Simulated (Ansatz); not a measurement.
## C2H6F2Si, SMILES C[SiH](F)CF: a single point from an input written key by key, step by step

Computed with Ansatz's Python interface.

Contents of `c2h6f2si.yaml`:
```yaml
crystal:
  periodic: [false, false, false]
  atoms:
    - { symbol: C, position_ang: [-0.874, -0.6722, 1.1139] }
    - { symbol: Si, position_ang: [0.6347, -0.0316, 0.3071] }
    - { symbol: F, position_ang: [1.613, -1.2769, 0.1998] }
    - { symbol: C, position_ang: [0.4318, 0.6325, -1.3989] }
    - { symbol: F, position_ang: [-0.5506, 1.6295, -1.3708] }
    - { symbol: H, position_ang: [-1.3923, -1.3987, 0.5033] }
    - { symbol: H, position_ang: [-0.6982, -1.0337, 2.1016] }
    - { symbol: H, position_ang: [-1.6073, 0.2035, 1.2052] }
    - { symbol: H, position_ang: [1.2802, 1.0159, 1.2163] }
    - { symbol: H, position_ang: [1.2776, 1.021, -1.8136] }
    - { symbol: H, position_ang: [-0.0496, -0.1463, -2.0432] }
basis:
  gaussian:
    orbitals: def2-SVP
    point_charges: [{ charge: 0.5, position_ang: [0.0, 0.0, 7.1] }]
hamiltonian:
  xc: r2scan
output:
  forces: true
```

Interactive session:
```pycon
>>> import ansatz as az
>>> import numpy as np
>>> session = az.Session.from_deck("c2h6f2si.yaml")
>>> r = session.plan(threads=1).execute().report
>>> print("reference energy %16.6f eV" % r["reference_energy_ev"])
reference energy    -15471.706472 eV
>>> print("total energy     %16.6f eV" % r["free_energy_ev"])
total energy        -15471.706472 eV
>>> print("occupied orbitals outside the frozen core (up, down):", r["n_occupied"], " frozen:", r["n_frozen"], " virtual:", r["n_virtual"])
occupied orbitals outside the frozen core (up, down): [25, 25]  frozen: 0  virtual: [79, 79]
>>> symbols = ["C", "Si", "F", "C", "F", "H", "H", "H", "H", "H", "H"]
>>> state = r["mean_field"]["state"]
>>> print(f"mean field: {state['energy']['hartree']:.7f} Ha, <S^2> = {abs(state['spin_squared']):.4f}, stability: {state.get('stability', {}).get('kind')}")
mean field: -568.5747257 Ha, <S^2> = 0.0000, stability: minimum
>>> print("forces (eV/A)")
forces (eV/A)
>>> for symbol, f in zip(symbols, r["forces_ev_ang"]):
...     print(f"  {symbol:2s} {f[0]:9.4f} {f[1]:9.4f} {f[2]:9.4f}")
...
  C    -1.6258    2.2551   -0.7717
  Si    0.0841    1.2723    1.4288
  F     1.3457   -1.2892   -0.2395
  C    -4.1073   -1.4439    0.3566
  F    -0.0576    0.5948    0.3761
  H    -0.2201   -0.6759   -0.2556
  H     0.2619   -0.5694    1.0471
  H     0.7110   -0.8882   -0.0079
  H    -0.2185   -0.3495   -0.3979
  H     2.9552    1.0999   -1.5876
  H     0.8670   -0.0088    0.0483
>>> charges = r["charge_distribution"]
>>> dipole = np.array(charges["dipole_moment_e_ang"]) * 4.803205
>>> print("dipole (D): {:.3f} {:.3f} {:.3f}, length {:.3f}".format(*dipole, np.linalg.norm(dipole)))
dipole (D): -0.378 -0.434 -0.505, length 0.766
>>> print("atom  Mulliken   Lowdin")
atom  Mulliken   Lowdin
>>> for symbol, m, l in zip(symbols, charges["mulliken_charges_e"], charges["lowdin_charges_e"]):
...     print(f"{symbol:4s} {m:9.3f} {l:8.3f}")
...
C       -0.352   -0.129
Si       0.719    0.196
F       -0.336    0.011
C        0.053   -0.015
F       -0.304   -0.014
H        0.084    0.021
H        0.063    0.008
H        0.084    0.047
H       -0.130   -0.100
H        0.052   -0.034
H        0.067    0.010
```

Reading the output:
- These settings explore the input space; basis and method may be short of convergence.
- The geometry is a force-field or estimated start, not a minimum of this method, and the basis set is short of its limit.
- The Löwdin charges here are taken after orthogonalising the functions within each atom; they differ from plain Löwdin charges, and their signs can be unphysical.
- External point charges are part of this input, so the results are those of the molecule in their field.
- Finished in 6.9 s on 1 thread of Arm Neoverse V1 (shared host), peak memory 0.21 GiB.
